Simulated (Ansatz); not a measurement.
# C2H7AlSSi: the cost of one run

Program: Ansatz 0.2.0, Gaussian basis. Level of theory: functionals in def2-TZVPP, the program's frozen cores in correlated methods. These are calculated values, not measurements.

Plan: PBE-D4, r2SCAN-D4, PBE0-D4, B3LYP-D4, ωB97X-V, ωB97M-V, B2PLYP; CCSD(T)/def2-TZVPP; MP2/def2-QZVPP; extrapolation to the limit.

## 1. The relaxed structure

The geometry comes from an earlier relaxation with PBE0-D4/def2-TZVP; it is a stationary point, not always the lowest conformer.

SMILES `C[C]1([SiH3])[AlH][S]1`, 12 atoms, charge 0, spin multiplicity 1.

Atoms are counted from 1 here; the program's logs count them from 0.

Bond lengths: C1–C2 1.513 Å, C1–H6 1.096 Å, C1–H7 1.094 Å, C1–H8 1.095 Å, C2–Si3 1.858 Å, C2–Al4 1.925 Å, C2–S5 1.935 Å, Si3–H9 1.490 Å, Si3–H10 1.493 Å, Si3–H11 1.492 Å, Al4–S5 2.117 Å, Al4–H12 1.568 Å. Angles: C2–C1–H6 111.7°, C2–C1–H7 112.4°, C2–C1–H8 110.1°, H6–C1–H7 107.1°, H6–C1–H8 107.6°, H7–C1–H8 107.8°, C1–C2–Si3 116.9°, C1–C2–Al4 124.7°, C1–C2–S5 113.3°, Si3–C2–Al4 114.5°, Si3–C2–S5 108.0°, Al4–C2–S5 66.5°, C2–Si3–H9 112.8°, C2–Si3–H10 108.8°, C2–Si3–H11 110.3°, H9–Si3–H10 108.4°, H9–Si3–H11 108.6°, H10–Si3–H11 107.9° and more.

## 2. PBE-D4 (GGA)

in.yaml

```yaml
crystal:
  periodic: [false, false, false]
  atoms:
    - {symbol: C, position_ang: [-1.388882, 0.402614, 0.616279]}
    - {symbol: C, position_ang: [-0.124777, 0.158441, -0.178867]}
    - {symbol: Si, position_ang: [1.346370, -0.484937, 0.756072]}
    - {symbol: Al, position_ang: [-0.067246, -0.158731, -2.076953]}
    - {symbol: S, position_ang: [0.444779, 1.699749, -1.200867]}
    - {symbol: H, position_ang: [-1.228894, 1.133879, 1.416795]}
    - {symbol: H, position_ang: [-2.206248, 0.780035, -0.004861]}
    - {symbol: H, position_ang: [-1.725261, -0.529116, 1.082495]}
    - {symbol: H, position_ang: [1.932320, 0.528115, 1.678634]}
    - {symbol: H, position_ang: [2.395775, -0.894568, -0.222969]}
    - {symbol: H, position_ang: [0.966949, -1.689232, 1.551833]}
    - {symbol: H, position_ang: [-0.267986, -1.001453, -3.383493]}
basis:
  gaussian: {orbitals: def2-TZVPP}
hamiltonian: {xc: pbe, dispersion: d4}
output: {forces: true, orbitals: {seedname: orbitals}}
```

On the command line:

```sh
ansatz run in.yaml --threads 4 --pin off --events-out ev --progress --plain --max-ram 10444MiB
```

Q: Estimate wall time and peak memory on 4 threads of Arm Neoverse V1, shared host.

About 3.8 s, with a peak of 0.46 GiB.
